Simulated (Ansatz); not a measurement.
I need a comparison of dispersion corrections of C2H7GeO, SMILES C[O][GeH][CH3]. Use Ansatz's Python interface. Settings (for the species named): BLYP, def2-SVP basis, multiplicity 2, D3BJ dispersion.

`c2h7geo.xyz`
```text
11

C    -2.05610   -0.48110    0.00890
O    -0.72140   -0.78320    0.32020
Ge    0.28960    0.59640   -0.24000
C     2.16650    0.09700   -0.15290
H    -2.69590   -1.32250    0.34530
H    -2.19780   -0.37120   -1.08950
H    -2.39670    0.43320    0.54430
H     0.04270    1.82500    0.67240
H     2.34530   -0.78260   -0.80470
H     2.43260   -0.15750    0.89350
H     2.79120    0.94650   -0.49760
```

`run_disp.py`:
```python
# -*- coding: utf-8 -*-
"""Size of D3 and D4 in C2H7GeO."""

import warnings

import ansatz as az


def main():
    warnings.simplefilter("ignore", az.DeckWarning)

    mol = az.Crystal.molecule_from_extxyz("c2h7geo.xyz")

    base = mol.calculation().basis(gaussian="def2-SVP").spin("collinear", total=1)
    for name in ["blyp", "pbe"]:
        for correction in ("d3bj", "d4"):
            data = base.functional(name, dispersion=correction).run().report
            print(f"{name:8s} {correction:5s} total {data['free_energy_ev']:.5f} eV, of which dispersion {1000 * data['dispersion']['energy']['ev']:.2f} meV")


if __name__ == "__main__":
    main()
```

Output of `python run_disp.py`:
```text
blyp     d3bj  total -60742.13365 eV, of which dispersion -411.15 meV
blyp     d4    total -60742.14395 eV, of which dispersion -421.45 meV
pbe      d3bj  total -60728.42162 eV, of which dispersion -189.04 meV
pbe      d4    total -60728.42250 eV, of which dispersion -189.92 meV
```

Total energies depend on the basis set; only differences at equal settings carry meaning. The geometry is a force-field or estimated start, not a minimum of this method, and the basis set is short of its limit. D4 holds the three-body term, and d3bj doesn't. The run takes the species as open-shell (spin multiplicity 2), which needn't be its ground state. Finished in 21 s on 1 thread of Arm Neoverse V1, on a shared host, peak memory 0.23 GiB.
